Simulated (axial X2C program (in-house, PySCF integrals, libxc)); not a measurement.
# Linear AsCO⁺ at several levels

An exercise on one series of results from a longer session: the logs are not shown, and one member is left open.

Method: all-electron X2C, two-component (2c) or spin-free, As dyall-v3z, C dyall-v3z, O dyall-av3z; program: an in-house X2C program for linear molecules on PySCF integrals.

All values are calculated.

2 further runs of the same task are left out: 2 set aside as unsound or not needed.

The first run:

File task.json:

```json
{
 "zs": [
  33,
  6,
  8
 ],
 "q": 1,
 "bas": [
  "dyall-v3z",
  "dyall-v3z",
  "dyall-av3z"
 ],
 "r0": [
  1.91,
  1.13
 ],
 "symm": 0,
 "scan": [
  "PBE0",
  "HF",
  "LDA"
 ],
 "levels": [
  "PBE0",
  "HF",
  "r2SCAN"
 ],
 "nst": 2
}
```

Keys: zs atomic numbers; q charge; bas basis sets; r0 starting distance in Å; symm equal bonds; scan levels of the two-bond scan; levels methods; nst determinants followed.

Launch:

```console
python solin.py task.json out
```

Masses As 74.922, C 12.000, O 15.995 u.

Among the steps run: Scan at PBE0, 2c; Scan at LDA, 2c; Scan at PBE0, spin-free.

One of the session's tables, all rows but one given; the rest of the session is left out.

```
          level  r(As–C) (Å)  lower stretch (cm⁻¹)  upper stretch (cm⁻¹)
       PBE0, 2c            ?                     ?                     ?
        LDA, 2c        1.884                 439.3                2142.9
PBE0, spin-free        1.929                 393.9                2237.8
 LDA, spin-free        1.883                 439.9                2143.2
```

Estimate the missing values for PBE0, 2c.

As computed: r(As–C) (Å): 1.930; lower stretch (cm⁻¹): 393.1; upper stretch (cm⁻¹): 2237.4. In the column «r(As–C) (Å)» it is the highest.

Scans not shown above were run alike.

The molecule was held linear; bending was not examined, so a bent shape may lie lower. Open-shell Ω = 0 determinants with evenly filled partner blocks cannot be reached by this program, so the Ω shown need not be the lowest component. Note: several unpaired electrons, one determinant need not be a pure state.
